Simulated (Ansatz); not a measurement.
# FH₃O₂SeZr: how energies converge with the basis set

One table from this session's results is given with a row withheld; the runs are named, their logs left out.

Method: one geometry, several basis sets; program: Ansatz 0.2.0, Gaussian basis.

Plan: PBE0-D4/def2-SVP; ωB97M-V/def2-SVP; PBE0-D4/def2-QZVPP; ωB97M-V/def2-QZVPP; the functionals' def2-TZVPP values are taken from earlier runs.

### The relaxed structure

An earlier PBE0-D4 in a triple-zeta def2 set relaxation fixed the geometry. Zr takes the def2 core potential; no spin-orbit term is included.

SMILES `[OH][Zr]([OH])([F])[SeH]`, 8 atoms, charge 0, spin multiplicity 1.

Atoms are counted from 1 here; the program's logs count them from 0.

Bond lengths: O1–Zr2 1.905 Å, O1–H6 0.953 Å, Zr2–O3 1.901 Å, Zr2–F4 1.909 Å, Zr2–Se5 2.606 Å, O3–H7 0.953 Å, Se5–H8 1.473 Å. Angles: Zr2–O1–H6 169.1°, O1–Zr2–O3 114.0°, O1–Zr2–F4 107.7°, O1–Zr2–Se5 109.2°, O3–Zr2–F4 110.4°, O3–Zr2–Se5 104.8°, F4–Zr2–Se5 110.6°, Zr2–O3–H7 168.6°, Zr2–Se5–H8 89.4°.

Set-up of the first run:

Input file in.yaml:

```yaml
crystal:
  periodic: [false, false, false]
  atoms:
    - {symbol: O, position_ang: [-0.602243, 1.612458, -0.225837]}
    - {symbol: Zr, position_ang: [0.085464, -0.159932, -0.344850]}
    - {symbol: O, position_ang: [1.971299, -0.275140, -0.132402]}
    - {symbol: F, position_ang: [-0.437918, -0.874602, -2.035986]}
    - {symbol: Se, position_ang: [-0.893577, -1.592567, 1.598942]}
    - {symbol: H, position_ang: [-0.795836, 2.532169, -0.069935]}
    - {symbol: H, position_ang: [2.912616, -0.146007, -0.056629]}
    - {symbol: H, position_ang: [-2.239804, -1.096378, 1.266718]}
basis:
  gaussian: {orbitals: def2-SVP}
hamiltonian: {xc: pbe0, dispersion: d4}
output: {orbitals: {seedname: orbitals}}
```

Launch:

```console
ansatz run in.yaml --threads 4 --pin off --events-out ev --progress --plain --max-ram 10444MiB
```

Steps of the session up to this table: PBE0-D4 in def2-SVP; ωB97M-V in def2-SVP; PBE0-D4 in def2-QZVPP; ωB97M-V in def2-QZVPP.

One table of the session follows, with a row left open; its other results are not shown here.

It belongs to the step «Density functionals: the series». 

| functional | basis | HOMO (eV) |
| --- | --- | --- |
| PBE0-D4 | def2-SVP | -6.79 |
| PBE0-D4 | def2-TZVPP | -6.93 |
| PBE0-D4 | def2-QZVPP | ? |
| ωB97M-V | def2-SVP | -8.87 |
| ωB97M-V | def2-TZVPP | -9.03 |
| ωB97M-V | def2-QZVPP | -9.06 |

Estimate the missing values for PBE0-D4, def2-QZVPP.

**Answer.** HOMO (eV): -6.95. In the column «HOMO (eV)» it lies between ωB97M-V, def2-SVP (-8.87) and PBE0-D4, def2-TZVPP (-6.93).
